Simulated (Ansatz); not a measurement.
# TaN (septet): wave-function methods side by side, def2-QZVPP

One table from this session's results is given with a row withheld; the runs are named, their logs left out.

Method: def2-QZVPP, core rule «outside noble gas», up to 5 orbitals frozen; program: Ansatz 0.2.0, Gaussian basis.

The runs, in order: UHF; ROHF; CCSD(T) on UHF.

**The system**

The geometry is a PBE0/def2-TZVP stationary point (not a proven minimum). No spin-orbit coupling is included. Elements past krypton take def2 core potentials.

2 atoms, charge 0, spin multiplicity 7.

Atoms are counted from 1 here; the program's logs count them from 0.

Bond lengths: Ta1–N2 2.115 Å.

Set-up of the first run:

in.yaml reads:

```yaml
crystal:
  periodic: [false, false, false]
  atoms:
    - {symbol: Ta, position_ang: [0.000000, 0.000000, 0.000000]}
    - {symbol: N, position_ang: [0.000000, 0.000000, 2.115400]}
basis:
  gaussian: {orbitals: "def2-QZVPP.json"}
magnetization: {spin_polarized: true, initial_magnetization: 6}
hamiltonian: {xc: hf}
output: {orbitals: {seedname: orbitals}}
```

Started as:

```bash
$ ansatz run in.yaml --threads 1 --pin off --events-out ev --progress --plain --max-ram 2560MiB --backend cpu
```

Among the steps run: UHF; ROHF; CCSD(T) on UHF.

One of the session's tables, all rows but one given; the rest of the session is left out.

| method | from UCCSD(T) (kJ/mol) |
| --- | --- |
| ROHF | ? |
| UHF | +621.2 |
| UMP2 | +86.9 |
| UCCSD | +26.2 |
| UCCSD(T) | 0 |

**Question.** Estimate the row for ROHF.

**Answer.** from UCCSD(T) (kJ/mol): +647.4. In the column «from UCCSD(T) (kJ/mol)» it is the highest.
